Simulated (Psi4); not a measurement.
**SiF3 (trifluorosilyl): U-revPBE/aug-cc-pVDZ**

What is the energy change on altering one bond length of SiF3 (trifluorosilyl) at U-revPBE/aug-cc-pVDZ? 

Program for the calculation: Psi4 1.11.

## Step 1: The system as given

The species is SiF3 (4 atoms), meant as a doublet with charge 0. As SMILES, `F[Si](F)F`. Geometry: relaxed at PBE0-D4/def2-TZVP.

Bond lengths: F1–Si2 1.581 Å, Si2–F3 1.581 Å, Si2–F4 1.581 Å. Angles: F1–Si2–F3 107.9°, F1–Si2–F4 107.9°, F3–Si2–F4 107.9°.

## Step 2: Energy and gradient at U-revPBE/aug-cc-pVDZ

File f3si.xyz:

```xyz
4
F3Si
F      0.784850    -0.507040     1.151700
Si    -0.282750     0.213060     0.234280
F     -0.994260    -0.892250    -0.644340
F      0.492160     1.186230    -0.741640
```

File f3si.py:

```python
import psi4

psi4.set_memory('1600 MB')
psi4.set_num_threads(1)
psi4.core.set_output_file('output.dat', False)

with open('f3si.xyz') as f:
    atoms = ''.join(f.readlines()[2:])
m = psi4.geometry('0 2\n' + atoms + 'symmetry c1')

psi4.set_options({
    'basis': 'aug-cc-pVDZ',
    'reference': 'uks',
    'puream': True,
    'e_convergence': 1e-09,
    'd_convergence': 1e-08,
    'scf_type': 'pk',
    'dft_radial_points': 99,
    'dft_spherical_points': 590,
    'maxiter': 100,
})

E, wfn = psi4.gradient('revpbe', molecule=m, return_wfn=True)
psi4.oeprop(wfn, 'MULLIKEN_CHARGES', 'QUADRUPOLE', 'LOWDIN_CHARGES', title='REVPBE')
print('gradient / Eh bohr^-1')
print(E.np.round(6))
print(f'energy = {wfn.energy():.10f} Eh')
for k, v in sorted(psi4.core.scalar_variables().items()):
    print(f'{k:45s} {v:18.10f}')
```

Started as:

```bash
$ python f3si.py
```

output.dat (excerpt; [...] marks lines left out):

```text
[...]
  Running in c1 symmetry.
[...]
  Nuclear repulsion =  176.798451223300987
[...]
  Multiplicity = 2
[...]
  Nalpha       = 21
  Nbeta        = 20
[...]
    Number of basis functions: 96
[...]
   @UKS iter   1:  -588.85484697907214   -2.08466e-01   7.13446e-03 DIIS/ADIIS
[...]
   @UKS iter  11:  -589.00801942998680   -1.70530e-12   2.19040e-09 DIIS
[...]
   @S^2 Observed:                7.513286537E-01
[...]
    Orbital Energies [Eh]
    ---------------------
    Alpha Occupied:
       1A    -65.587013     2A    -24.326576     3A    -24.326560
       4A    -24.326554     5A     -5.196814     6A     -3.603721
       7A     -3.603720     8A     -3.603224     9A     -1.152506
      10A     -1.125680    11A     -1.125659    12A     -0.546091
      13A     -0.475358    14A     -0.475342    15A     -0.445064
      16A     -0.417734    17A     -0.417728    18A     -0.395365
      19A     -0.395346    20A     -0.379099    21A     -0.241702
    Alpha Virtual:
      22A     -0.016771    23A     -0.016748    24A     -0.007586
      25A      0.006968    26A      0.051123    27A      0.051145
[...]
  @UKS Final Energy:  -589.00801942998680
   => Energetics <=
    Nuclear Repulsion Energy =            176.7984512233009866
    One-Electron Energy =               -1170.2024284192029882
    Two-Electron Energy =                 456.6139612870877045
    DFT Exchange-Correlation Energy =     -52.2180035211725198
    Empirical Dispersion Energy =           0.0000000000000000
    VV10 Nonlocal Energy =                  0.0000000000000000
    Total Energy =                       -589.0080194299868026
[...]
  -Total Gradient:
     Atom            X                  Y                   Z
    ------   -----------------  -----------------  -----------------
       1       -0.033707718367     0.022687252966    -0.029544418007
       2        0.035114016036    -0.026490731554    -0.029119573630
       3        0.023084227704     0.035096843279     0.027793300314
       4       -0.024395873719    -0.031325191536     0.030933878738
[...]
 Multipole Moments:
 ------------------------------------------------------------------------------------
     Multipole            Electronic (a.u.)      Nuclear  (a.u.)        Total (a.u.)
 ------------------------------------------------------------------------------------
 L = 1.  Multiply by 2.5417464519 to convert [e a0] to [Debye]
 Dipole X            :          0.0824108           -0.3567990           -0.2743882
 Dipole Y            :         -0.0622801            0.2688580            0.2065779
 Dipole Z            :         -0.0684161            0.2956353            0.2272191
 Magnitude           :                                                    0.4118153
 L = 2.  Multiply by 1.3450342976 to convert [e a0^2] to [Debye ang]
 Quadrupole XX       :        -83.7146416           63.1802156          -20.5344261
 Quadrupole XY       :        -32.3003457           31.6025598           -0.6977860
[...]
  Mulliken Charges: (a.u.)
   Center  Symbol    Alpha    Beta     Spin     Total
       1     F     4.75013  4.76390 -0.01378 -0.51403
       2    SI     6.74964  5.70829  1.04135  1.54206
       3     F     4.75010  4.76390 -0.01379 -0.51400
       4     F     4.75013  4.76391 -0.01377 -0.51404
   Total alpha = 21.00000, Total beta = 20.00000, Total charge =  0.00000
  Lowdin Charges: (a.u.)
   Center  Symbol    Alpha    Beta     Spin     Total
       1     F     4.68599  4.58530  0.10069 -0.27129
       2    SI     6.94204  6.24411  0.69793  0.81385
[...]
```

The script printed:

```text
gradient / Eh bohr^-1
[[-0.033708  0.022687 -0.029544]
 [ 0.035114 -0.026491 -0.02912 ]
 [ 0.023084  0.035097  0.027793]
 [-0.024396 -0.031325  0.030934]]
energy = -589.0080194300 Eh
CURRENT ENERGY                                   -589.0080194300
CURRENT REFERENCE ENERGY                         -589.0080194300
DD SOLVATION ENERGY                                 0.0000000000
DFT FUNCTIONAL TOTAL ENERGY                      -589.0080194300
DFT TOTAL ENERGY                                 -589.0080194300
DFT VV10 ENERGY                                     0.0000000000
DFT XC ENERGY                                     -52.2180035212
GRID ELECTRONS ALPHA                               20.9999989199
GRID ELECTRONS BETA                                19.9999989331
GRID ELECTRONS TOTAL                               40.9999978531
NUCLEAR REPULSION ENERGY                          176.7984512233
ONE-ELECTRON ENERGY                             -1170.2024284192
PCM POLARIZATION ENERGY                             0.0000000000
PE ENERGY                                           0.0000000000
SCF ITERATION ENERGY                             -589.0080194300
SCF ITERATIONS                                     11.0000000000
SCF TOTAL ENERGY                                 -589.0080194300
TWO-ELECTRON ENERGY                               456.6139612871
XC GRID RADIAL POINTS                              99.0000000000
XC GRID SPHERICAL POINTS                          590.0000000000
XC GRID TOTAL POINTS                           228401.0000000000
```

Wall time 45 s (1 thread of Intel Xeon Platinum 8259CL at 2.50GHz (Skylake/Cascade Lake), shared host); peak memory 0.75 GiB.

## Step 3: The distorted shape

File run_ase.py:

```python
import numpy as np
from ase.calculators.psi4 import Psi4
from ase import Atoms

atoms = Atoms(['F', 'Si', 'F', 'F'], positions=[
    [0.944990, -0.615055, 1.289313],
    [-0.282750, 0.213060, 0.234280],
    [-0.994260, -0.892250, -0.644340],
    [0.492160, 1.186230, -0.741640],
])
calc = Psi4(atoms=atoms, method='revpbe', basis='aug-cc-pVDZ', memory='1600MB', num_threads=1, charge=0, multiplicity=2, label='psi4-calc', reference='uks')
calc.psi4.set_options({'puream': True, 'e_convergence': 1e-09, 'd_convergence': 1e-08, 'scf_type': 'pk', 'dft_radial_points': 99, 'dft_spherical_points': 590, 'maxiter': 100})
atoms.calc = calc

forces = atoms.get_forces()
print(f'energy: {atoms.get_potential_energy():.6f} eV')
print('forces / eV A^-1')
print(np.round(forces, 5))
```

Started as:

```bash
$ python run_ase.py
```

psi4-calc.dat (excerpt; [...] marks lines left out):

```text
[...]
  Running in c1 symmetry.
[...]
  Nuclear repulsion =  168.918896705818327
[...]
  Multiplicity = 2
[...]
  Nalpha       = 21
  Nbeta        = 20
[...]
    Number of basis functions: 96
[...]
   @UKS iter   1:  -588.84752206313271   -3.44963e-01   7.07320e-03 ADIIS/DIIS
[...]
   @UKS iter  12:  -589.00214387583003   -1.72804e-11   7.05592e-09 DIIS
[...]
   @S^2 Observed:                7.516037900E-01
[...]
  @UKS Final Energy:  -589.00214387583003
   => Energetics <=
    Nuclear Repulsion Energy =            168.9188967058183266
    One-Electron Energy =               -1154.5474599184310591
    Two-Electron Energy =                 448.7590690543451615
    DFT Exchange-Correlation Energy =     -52.1326497175624652
    Empirical Dispersion Energy =           0.0000000000000000
    VV10 Nonlocal Energy =                  0.0000000000000000
    Total Energy =                       -589.0021438758300292
[...]
 Multipole Moments:
 ------------------------------------------------------------------------------------
     Multipole            Electronic (a.u.)      Nuclear  (a.u.)        Total (a.u.)
 ------------------------------------------------------------------------------------
 L = 1.  Multiply by 2.5417464519 to convert [e a0] to [Debye]
 Dipole X            :         -0.1600413           -0.4073187           -0.5673600
 Dipole Y            :          0.1006467            0.3029337            0.4035804
 Dipole Z            :         -0.2905751            0.2522222           -0.0383529
 Magnitude           :                                                    0.6973130
[...]
  -Total Gradient:
     Atom            X                  Y                   Z
    ------   -----------------  -----------------  -----------------
       1        0.036054368105    -0.024281974276     0.031468091242
       2       -0.033627233927     0.020026686863    -0.085063123538
       3        0.021063709004     0.033438769071     0.025327614359
       4       -0.023631105831    -0.029079719327     0.028255389130
[...]
```

The script printed:

```text
energy: -16027.564706 eV
forces / eV A^-1
[[-1.85399  1.24863 -1.61815]
 [ 1.72918 -1.02981  4.37412]
 [-1.08314 -1.71949 -1.3024 ]
 [ 1.21516  1.49534 -1.45295]]
```

Wall time 47 s (1 thread of Intel Xeon Platinum 8259CL at 2.50GHz (Skylake/Cascade Lake), shared host); peak memory 0.78 GiB.

## Step 4: Summary of results

Level: U-revPBE/aug-cc-pVDZ.

```
                                                          quantity          value
                                         first shape: total energy  -589.00802 Eh
                                        first shape: dipole moment         1.05 D
                   first shape: HOMO energy (highest over α and β)       -6.58 eV
                    first shape: LUMO energy (lowest over α and β)       -4.37 eV
                                                 first shape: ⟨S²⟩          0.751
                             first shape: largest force on an atom     2.713 eV/Å
                                     distorted shape: total energy  -589.00214 Eh
                                    distorted shape: dipole moment         1.77 D
               distorted shape: HOMO energy (highest over α and β)       -7.05 eV
                distorted shape: LUMO energy (lowest over α and β)       -4.99 eV
                                             distorted shape: ⟨S²⟩          0.752
                         distorted shape: largest force on an atom     4.815 eV/Å
energy change with the F1–Si2 bond stretched from 1.581 to 1.818 Å       0.160 eV
```

What this shows: With the F1–Si2 bond stretched from 1.581 to 1.818 Å the energy rises by 0.16 eV (15.4 kJ/mol). The first shape isn't relaxed at this level, so the change isn't measured from a minimum. The largest force (first shape) is 2.71 eV/Å: the shape isn't a stationary point for this species at this level. Mulliken charges (first shape) run from -0.51 on F4 to +1.54 on Si2; in a basis this large or diffuse they mean little.
